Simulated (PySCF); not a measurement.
# PdOF₂: relaxation and vibrations of the singlet

The task is one start of a wider search on PdOF₂: the singlet, from a PBE0 minimum start. It is relaxed, tested by its Hessian and followed downhill if it is a saddle.

Method: PBE0, basis Pd def2-SVP with ECP28, O def2-SVP, F def2-SVP, scalar-relativistic core potentials, no spin–orbit coupling, density fitting; program: PySCF 2.14.0.

### 1 Where the work starts

4 atoms, charge 0, spin multiplicity 1.

Bond lengths: Pd1–O2 1.672 Å, Pd1–F3 1.852 Å, Pd1–F4 1.852 Å. Angles: O2–Pd1–F3 120.8°, O2–Pd1–F4 120.8°, F3–Pd1–F4 118.5°.

```xyz
4
charge 0 multiplicity 1
Pd   -0.0284   -0.0491   -0.0028
O    -0.8635   -1.4956   -0.0841
F     1.8226   -0.0258    0.0433
F    -0.9335    1.5655    0.0433
```

### 2 The SCF at the typed geometry

The steps below are one call of a driver around PySCF. For each, scf.py gives the equivalent set-up of the SCF; relaxations use the driver's own optimiser. After this first run the driver tries any further starts and a stability analysis.

Input file scf.py:

```python
from pyscf import gto, scf, dft
mol = gto.M(atom='''
Pd    -0.028365    -0.049126    -0.002762
O     -0.863538    -1.495600    -0.084083
F      1.822552    -0.025773     0.043282
F     -0.933513     1.565540     0.043284''',
    basis={'Pd': 'def2-SVP', 'O': 'def2-SVP', 'F': 'def2-SVP'},
    ecp={'Pd': 'def2-SVP'},
    charge=0, spin=0)
mf = dft.RKS(mol, xc='PBE0')
mf.grids.atom_grid = (50, 194)
aux = {'Pd': 'def2-universal-JKFIT', 'O': 'def2-universal-JKFIT', 'F': 'def2-universal-JKFIT'}
mf = mf.density_fit(auxbasis=aux)
mf.conv_tol = 1e-08
mf.diis_space = 10
mf.max_cycle = 60
mf.init_guess = 'minao'
mf.verbose = 4
mf.kernel()
```

On the command line:

```bash
> OMP_NUM_THREADS=2 python axn.py task.json out
```

After this run come: Relaxing the singlet from the PBE0 minimum start; Is it a minimum? Harmonic modes; The broken-symmetry singlet; Is it a minimum? Harmonic modes.

Q: Predict the outcome of this session. Wanted: minimum; geometry; wavenumbers; dipole moment; highest occupied, lowest empty level; polar-tensor charge of Pd1; zero-point energy; atomisation energy; ⟨S²⟩.

The runs gave:

| quantity | value |
| --- | --- |
| minimum | broken-symmetry (Ms = 0), C2v |
| geometry | Pd–F 1.868 Å (×2), Pd–O 1.706 Å; F–Pd–F 148.9°, F–Pd–O 105.6° (×2) |
| wavenumbers (cm⁻¹) | 110, 158, 211, 598, 663, 821 |
| dipole moment | 0.18 D |
| highest occupied, lowest empty level (either spin) | -9.74, -6.07 eV |
| polar-tensor charge of Pd1 | +1.23 e |
| zero-point energy | 15.3 kJ/mol |
| entropy at 298.15 K | 310.3 J/(mol K) |
| atomisation energy (no zero-point energy) | 753 kJ/mol |
| ⟨S²⟩ | 0.900 |

The PBE0 minimum start keeps its C2v symmetry and ends in a minimum. The determinant is spin-contaminated (⟨S²⟩ = 0.90 against 0.00), so it is no pure spin state. The strongest infrared band lies at 663 cm⁻¹ (stretch). Other starts or spin states, not run here, may lie lower. The SCF density has lower symmetry than the nuclear frame.
